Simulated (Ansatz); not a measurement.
# C6H16FGeNO2: small, medium and large basis sets

How large a basis does C6H16FGeNO2 need? Two functionals are run in growing sets.

Computed with Ansatz 0.2.0, Gaussian basis. Level: one geometry, several basis sets.

Plan: PBE0-D4/def2-SVP; ωB97M-V/def2-SVP; PBE0-D4/def2-QZVPP; ωB97M-V/def2-QZVPP; the functionals' def2-TZVPP values are taken from earlier runs.

## 1. Structure used throughout

The geometry comes from an earlier relaxation with PBE0-D4 in a triple-zeta def2 set; it is a stationary point, not always the lowest conformer.

27 atoms, charge 0, spin multiplicity 1.

Atoms are counted from 1 here; the program's logs count them from 0.

Bond lengths: C1–C2 1.521 Å, C1–H12 1.093 Å, C1–H13 1.092 Å, C1–H14 1.093 Å, C2–N3 1.453 Å, C2–H15 1.092 Å, C2–H16 1.098 Å, N3–C4 1.452 Å, N3–Ge6 1.807 Å, C4–C5 1.515 Å, C4–H17 1.100 Å, C4–H18 1.098 Å, C5–H19 1.094 Å, C5–H20 1.092 Å, C5–H21 1.092 Å, Ge6–F7 1.737 Å, Ge6–O8 1.746 Å, Ge6–O10 1.752 Å and more. Angles: C2–C1–H12 110.7°, C2–C1–H13 111.8°, C2–C1–H14 110.5°, H12–C1–H13 108.3°, H12–C1–H14 107.8°, H13–C1–H14 107.6°, C1–C2–N3 115.0°, C1–C2–H15 109.2°, C1–C2–H16 109.6°, N3–C2–H15 108.7°, N3–C2–H16 107.5°, H15–C2–H16 106.6°, C2–N3–C4 115.5°, C2–N3–Ge6 120.1°, C4–N3–Ge6 120.6°, N3–C4–C5 113.1°, N3–C4–H17 111.9°, N3–C4–H18 107.3° and more.

## 2. PBE0-D4 in def2-SVP

The input, in.yaml:

```yaml
crystal:
  periodic: [false, false, false]
  atoms:
    - {symbol: C, position_ang: [-0.244339, -2.763945, 0.330175]}
    - {symbol: C, position_ang: [-1.184111, -1.570821, 0.254206]}
    - {symbol: N, position_ang: [-0.539735, -0.272901, 0.362864]}
    - {symbol: C, position_ang: [-0.021307, 0.059017, 1.677761]}
    - {symbol: C, position_ang: [0.341893, 1.522824, 1.822094]}
    - {symbol: Ge, position_ang: [0.104831, 0.544638, -1.114151]}
    - {symbol: F, position_ang: [-0.422680, -0.461481, -2.428372]}
    - {symbol: O, position_ang: [-0.488437, 2.164185, -1.387890]}
    - {symbol: C, position_ang: [-1.876915, 2.415353, -1.317878]}
    - {symbol: O, position_ang: [1.841189, 0.753474, -1.221660]}
    - {symbol: C, position_ang: [2.680003, -0.378773, -1.124021]}
    - {symbol: H, position_ang: [0.461795, -2.752613, -0.504016]}
    - {symbol: H, position_ang: [0.325436, -2.771848, 1.262169]}
    - {symbol: H, position_ang: [-0.808319, -3.698760, 0.278856]}
    - {symbol: H, position_ang: [-1.736964, -1.608666, -0.686238]}
    - {symbol: H, position_ang: [-1.928952, -1.637427, 1.058263]}
    - {symbol: H, position_ang: [0.853078, -0.555029, 1.940838]}
    - {symbol: H, position_ang: [-0.801644, -0.192048, 2.408405]}
    - {symbol: H, position_ang: [1.146638, 1.811980, 1.140025]}
    - {symbol: H, position_ang: [-0.519230, 2.164194, 1.624056]}
    - {symbol: H, position_ang: [0.691509, 1.720625, 2.837230]}
    - {symbol: H, position_ang: [-2.330667, 1.975702, -0.421848]}
    - {symbol: H, position_ang: [-2.398209, 2.027410, -2.199447]}
    - {symbol: H, position_ang: [-2.014838, 3.497599, -1.281365]}
    - {symbol: H, position_ang: [2.512609, -0.939475, -0.196380]}
    - {symbol: H, position_ang: [3.712339, -0.024494, -1.128466]}
    - {symbol: H, position_ang: [2.543327, -1.059025, -1.971509]}
basis:
  gaussian: {orbitals: def2-SVP}
hamiltonian: {xc: pbe0, dispersion: d4}
output: {orbitals: {seedname: orbitals}}
```

Further steps of the session: ωB97M-V in def2-SVP; PBE0-D4 in def2-QZVPP; ωB97M-V in def2-QZVPP.

Q: Predict the results of all the runs planned. Wanted: PBE0-D4: double and triple zeta above quadruple; ωB97M-V: double and triple zeta above quadruple.

As calculated:

```
                                       quantity           value
PBE0-D4: double and triple zeta above quadruple  26.31, 2.08 eV
ωB97M-V: double and triple zeta above quadruple  26.88, 2.00 eV
```

In words: PBE0-D4 gains 24.23 eV from double to triple zeta, then 2.08 eV more. These are total energies; as a rule much of such shifts cancels in differences, which this series doesn't test. The LUMO of ωB97M-V is positive and keeps falling with the basis (2.75 to 1.61 eV): an unbound level that the basis holds in place.
